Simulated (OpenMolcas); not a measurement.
# quartet C2HCl2Si: levels of theory compared

Wanted: a comparison of 6 runs (U-r2SCAN/cc-pVDZ, UBLYP/cc-pVDZ, USVWN5/cc-pVDZ, UTPSS/cc-pVDZ, UB3LYP/6-31G*, ROMP2/cc-pVDZ) of quartet C2HCl2Si. 

The results are computed with OpenMolcas 26.06.

## Step 1: Starting point

C2HCl2Si has 6 atoms, charge 0, and is taken as a quartet. SMILES of the parent species: `C#C[Si](Cl)Cl`. The coordinates come from a PBE0-D4/def2-TZVP relaxation. That shape belongs to the parent species and isn't relaxed for this state.

Bond lengths: C1–C2 1.208 Å, C2–Si3 1.804 Å, Si3–Cl4 2.043 Å, Si3–Cl5 2.043 Å, C1–H6 1.066 Å. Angles: C1–C2–Si3 172.9°, C2–Si3–Cl4 109.7°, C2–Si3–Cl5 109.7°, Cl4–Si3–Cl5 110.2°, C2–C1–H6 179.0°.

## Step 2: A single-point energy at U-r2SCAN/cc-pVDZ (run 1)

coord.xyz

```xyz
6

C      1.324500     0.483500     1.111500
C      0.521500     0.095400     0.297200
Si    -0.504400    -0.583800    -1.021800
Cl    -1.914000    -1.830600    -0.226100
Cl    -1.406000     0.937000    -2.046300
H      2.020400     0.834500     1.839400
```

test.inp

```
&GATEWAY
 BasLib=$CurrDir
 Coord=coord.xyz
 Basis=cc-pVDZ
 Group=NoSym

&SEWARD
 GridInput
 Grid=UltraFine
 End of Grid

&SCF
 UHF
 Spin=4
 KSDFT=2
 1.0 MGGA_X_R2SCAN
 1.0 MGGA_C_R2SCAN
 Thresholds=1e-10 1e-07 1e-07 1e-05
 PrOrbitals=1 2
```

The basis set cc-pVDZ is read from a file made from the Basis Set Exchange's data (not shown).

Run with:

```bash
$ export MOLCAS_MEM=1860
$ pymolcas test.inp > test.log
```

Output:

```text
--- Start Module: gateway ---
[...]
--- Stop Module: gateway /rc=_RC_ALL_IS_WELL_ ---
--- Start Module: seward ---
[...]
      Basis functions           87
--- Stop Module: seward /rc=_RC_ALL_IS_WELL_ ---
[...]
--- Start Module: scf ---
[...]
       Convergence after  32 Iterations
[...]
::    Total KS-DFT energy                           -1286.3993741172
[...]
      Total spin, S                                     1.5030715861
[...]
      Total electronic charge=   61.000000
      Total            charge=   -0.000000
[...]
      Dipole Moment (debye):
      Origin of the operator (angstrom)=   -0.8625   -0.3237   -0.7264
                   X=  2.1142E+00               Y=  5.3548E-01               Z=  1.4059E+00           Total=  2.5948E+00
      Quadrupole Moment (debye*angstrom):
[...]
--- Stop Module: scf /rc=_RC_ALL_IS_WELL_ ---
[...]
```

Run time: 78 s. Hardware: 1 thread of Intel Xeon 6975P-C (Granite Rapids), shared host; peak memory 0.48 GiB.

## Step 3: A single-point energy at UBLYP/cc-pVDZ (run 2)

input.xyz

```xyz
6

C      1.324500     0.483500     1.111500
C      0.521500     0.095400     0.297200
Si    -0.504400    -0.583800    -1.021800
Cl    -1.914000    -1.830600    -0.226100
Cl    -1.406000     0.937000    -2.046300
H      2.020400     0.834500     1.839400
```

calc.input

```
* C2HCl2Si Kohn-Sham DFT
&GATEWAY
BasLib = $CurrDir
Coord = input.xyz
Basis = cc-pVDZ
Group = NoSym
&SEWARD
GridInput
Grid=UltraFine
End of Grid
&SCF
UHF
Spin = 4
KSDFT = BLYP
Thresholds = 1e-10 1e-07 1e-07 1e-05
PrOrbitals = 0
```

The basis set cc-pVDZ is read from a file made from the Basis Set Exchange's data (not shown).

Run with:

```bash
$ export MOLCAS_MEM=1860
$ pymolcas calc.input > calc.log
```

Output:

```text
--- Start Module: gateway ---
[...]
--- Stop Module: gateway /rc=_RC_ALL_IS_WELL_ ---
--- Start Module: seward ---
[...]
      Basis functions           87
--- Stop Module: seward /rc=_RC_ALL_IS_WELL_ ---
[...]
--- Start Module: scf ---
[...]
       Convergence after  31 Iterations
[...]
::    Total KS-DFT energy                           -1286.4763786085
[...]
      Total spin, S                                     1.5012864035
[...]
      Total electronic charge=   61.000000
      Total            charge=   -0.000000
[...]
      Dipole Moment (debye):
      Origin of the operator (angstrom)=   -0.8625   -0.3237   -0.7264
                   X=  1.5831E+00               Y=  4.7146E-01               Z=  1.1599E+00           Total=  2.0184E+00
      Quadrupole Moment (debye*angstrom):
[...]
--- Stop Module: scf /rc=_RC_ALL_IS_WELL_ ---
[...]
```

Run time: 48 s. Hardware: 1 thread of Intel Xeon 6975P-C (Granite Rapids), shared host; peak memory 0.48 GiB.

Runs 3 to 5 aren't shown in full; the table further down has their settings and results.

## Step 4: A single-point energy at ROMP2/cc-pVDZ (run 6)

struct.xyz

```xyz
6

C      1.324500     0.483500     1.111500
C      0.521500     0.095400     0.297200
Si    -0.504400    -0.583800    -1.021800
Cl    -1.914000    -1.830600    -0.226100
Cl    -1.406000     0.937000    -2.046300
H      2.020400     0.834500     1.839400
```

run.input

```
* C2HCl2Si ROMP2
>>> EXPORT MOLCAS_PRINT=2

&gateway
 baslib=$CurrDir
 coord=struct.xyz
 basis=cc-pVDZ
 group=NoSym

&seward

&scf
 uhf
 spin=4
 thresholds=1e-10 1e-07 1e-07 1e-05
 prorbitals=1 2

&rasscf
 fileorb=$Project.UnaOrb
 spin=4
 nactel=3 0 0
 inactive=29
 ras2=3
 outorbitals=Canonical
 orblisting=Few

&caspt2
 ipea=0.0
 frozen=17
```

The basis set cc-pVDZ is read from a file made from the Basis Set Exchange's data (not shown).

Run with:

```bash
$ export MOLCAS_MEM=1860
$ pymolcas run.input > run.log
```

Output:

```text
--- Start Module: gateway ---
[...]
--- Stop Module: gateway /rc=_RC_ALL_IS_WELL_ ---
[...]
      Basis functions           87
[...]
       Convergence after  69 Iterations
[...]
::    Total SCF energy                              -1284.1149599434
[...]
      Total spin, S                                     1.5095462487
[...]
--- Start Module: rasscf ---
[...]
      Number of active orbitals                  3
[...]
      Spin quantum number                      1.5
[...]
      Active orbitals                            3
[...]
      Number of CSFs                             1
[...]
      Number of root(s) required                 1
[...]
      Convergence after 10 iterations
[...]
      printout of CI-coefficients larger than  0.05 for root  1
      energy=   -1284.106357
      conf/sym  111     Coeff  Weight
             1  uuu   1.00000 1.00000
      Natural orbitals and occupation numbers for root  1
      sym 1:   1.000000   1.000000   1.000000
      ************************************************************************************************************************
      *                                                    Final results                                                     *
[...]
::    RASSCF root number  1 Total energy:  -1284.10635732
[...]
      Total electronic charge=   61.000000
      Total            charge=   -0.000000
[...]
      Dipole Moment (debye):
      Origin of the operator (angstrom)=   -0.8625   -0.3237   -0.7264
                   X=  2.6569E+00               Y=  4.2402E-01               Z=  1.3882E+00           Total=  3.0275E+00
      Quadrupole Moment (debye*angstrom):
[...]
--- Stop Module: rasscf /rc=_RC_ALL_IS_WELL_ ---
[...]
      E2 (Variational):          -0.5525368246
      Total energy:           -1284.6588941473
[...]
      Reference weight:           0.81328
[...]
::    CASPT2 Root  1     Total energy:  -1284.65889415
[...]
```

It took 23 s on 1 thread of Intel Xeon 6975P-C (Granite Rapids), shared host; peak memory 0.48 GiB.

## Step 5: Overview of the runs

| run | level | Cartesian functions | integration grid | energy (Eh) | dipole moment (D) | HOMO energy (eV) | ⟨S²⟩ | wall time |
| --- | --- | --- | --- | --- | --- | --- | --- | --- |
| 1 | U-r2SCAN/cc-pVDZ | no | UltraFine | -1286.399374 | 2.59 | -3.10 | 3.762 | 78 s |
| 2 | UBLYP/cc-pVDZ | no | UltraFine | -1286.476379 | 2.02 | -2.32 | 3.755 | 48 s |
| 3 | USVWN5/cc-pVDZ | no | UltraFine | -1281.678830 | 1.86 | -2.57 | 3.753 | 25 s |
| 4 | UTPSS/cc-pVDZ | no | UltraFine | -1286.600329 | 2.44 | -2.80 | 3.759 | 71 s |
| 5 | UB3LYP/6-31G* (Cartesian functions) | yes | UltraFine | -1286.501410 | 3.03 | -3.55 | 3.757 | 43 s |
| 6 | ROMP2/cc-pVDZ | no | – | -1284.658894 | – | – | – | 23 s |

## Step 6: What came out

| quantity | value |
| --- | --- |
| run 6: total energy | -1284.65889 Eh |

**Reading.** Over runs 1, 2, 3, 4, 5 the dipole moment (its size) runs from 1.86 D (USVWN5/cc-pVDZ) to 3.03 D (UB3LYP/6-31G*). The two ends differ in method and basis. Totals of different functionals can't be ranked against each other. All runs together took 4.8 min, the longest 78 s.
